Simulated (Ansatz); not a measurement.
# CH₃FMoO₂S: up Jacob's ladder to CCSD(T)

An exercise on one series of results from a longer session: the logs are not shown, and one member is left open.

Program: Ansatz 0.2.0, Gaussian basis. Level of theory: functionals in def2-TZVPP, the program's frozen cores in correlated methods. These are calculated values, not measurements.

Levels to be run: LDA (SPW92), PBE-D4, revPBE-D4, BLYP-D4, r2SCAN-D4, B97M-V, PBE0-D4, B3LYP-D4, r2SCANh-D4, r2SCAN0-D4, HSE06-D4, BHLYP-D4, CAM-B3LYP-D4, LC-ωPBE, ωB97X-V, ωB97M-V, B2PLYP, PBE-QIDH; CCSD(T)/def2-SVP; CCSD(T)/def2-TZVPP; MP2/def2-QZVPP; extrapolation to the limit; RPA on PBE.

## The geometry

The geometry comes from an earlier relaxation with PBE0-D4 in a triple-zeta def2 set; it is a stationary point, not always the lowest conformer. Mo takes the def2 core potential; no spin-orbit term is included.

SMILES `C[O][Mo](=[O])([F])=[S]`, 9 atoms, charge 0, spin multiplicity 1.

Atoms are counted from 1 here; the program's logs count them from 0.

Bond lengths: C1–O2 1.409 Å, C1–H7 1.093 Å, C1–H8 1.092 Å, C1–H9 1.092 Å, O2–Mo3 1.826 Å, Mo3–O4 1.668 Å, Mo3–F5 1.845 Å, Mo3–S6 2.107 Å. Angles: O2–C1–H7 110.4°, O2–C1–H8 108.8°, O2–C1–H9 108.7°, H7–C1–H8 109.9°, H7–C1–H9 109.6°, H8–C1–H9 109.3°, C1–O2–Mo3 140.6°, O2–Mo3–O4 108.8°, O2–Mo3–F5 110.7°, O2–Mo3–S6 107.5°, O4–Mo3–F5 110.6°, O4–Mo3–S6 108.8°, F5–Mo3–S6 110.3°.

The first run:

Input file in.yaml:

```yaml
crystal:
  periodic: [false, false, false]
  atoms:
    - {symbol: C, position_ang: [-1.046110, 0.946568, 0.665469]}
    - {symbol: O, position_ang: [-0.630088, -0.075534, -0.211003]}
    - {symbol: Mo, position_ang: [0.879992, -0.965037, -0.724750]}
    - {symbol: O, position_ang: [0.999113, -0.908670, -2.387277]}
    - {symbol: F, position_ang: [0.840688, -2.712839, -0.134083]}
    - {symbol: S, position_ang: [2.528101, 0.050650, 0.107913]}
    - {symbol: H, position_ang: [-0.191110, 1.350057, 1.213833]}
    - {symbol: H, position_ang: [-1.522113, 1.738313, 0.083223]}
    - {symbol: H, position_ang: [-1.770071, 0.530193, 1.369474]}
basis:
  gaussian: {orbitals: def2-TZVPP}
hamiltonian: {xc: lda}
output: {orbitals: {seedname: orbitals}}
```

The run is started by

```sh
$ ansatz run in.yaml --threads 4 --pin off --events-out ev --progress --plain --max-ram 11315MiB
```

Steps of the session up to this table: LDA; PBE-D4 (GGA); revPBE-D4 (GGA); BLYP-D4 (GGA); r2SCAN-D4 (meta-GGA); B97M-V (meta-GGA); B3LYP-D4 (hybrid); r2SCANh-D4 (hybrid); r2SCAN0-D4 (hybrid); HSE06-D4 (hybrid); BHLYP-D4 (hybrid); CAM-B3LYP-D4 (range-separated); LC-ωPBE (range-separated); ωB97X-V (range-separated); ωB97M-V (range-separated); B2PLYP (double hybrid); PBE-QIDH (double hybrid).

One of the session's tables, all rows but one given; the rest of the session is left out.

It belongs to the step «Orbital energies across the functionals». 

```
  functional  HOMO (eV)  LUMO (eV)  gap (eV)
 LDA (SPW92)      -6.86      -3.84      3.02
      PBE-D4      -6.67      -3.64      3.04
   revPBE-D4      -6.60      -3.56      3.04
     BLYP-D4      -6.52      -3.51      3.00
   r2SCAN-D4          ?          ?         ?
      B97M-V      -7.03      -3.60      3.43
     PBE0-D4      -7.95      -3.01      4.94
    B3LYP-D4      -7.70      -3.18      4.52
  r2SCANh-D4      -7.45      -3.40      4.05
  r2SCAN0-D4      -8.15      -3.02      5.13
    HSE06-D4      -7.55      -3.38      4.17
    BHLYP-D4      -9.07      -2.21      6.86
CAM-B3LYP-D4      -9.23      -1.97      7.26
     LC-ωPBE     -10.52      -0.93      9.59
     ωB97X-V     -10.19      -0.96      9.23
     ωB97M-V     -10.06      -0.97      9.09
```

Q: Estimate the row for r2SCAN-D4 from the others.

Worked estimate for «HOMO (eV)». Against the share of exact exchange, r2SCANh-D4 (0.1, -7.45), r2SCAN0-D4 (0.25, -8.15) give a slope of -4.67 per unit share; at 0 the line stands at -6.98.

**Answer.** HOMO (eV): -6.98; LUMO (eV): -3.65; gap (eV): 3.33. In «HOMO (eV)» the line misses by 0.00.
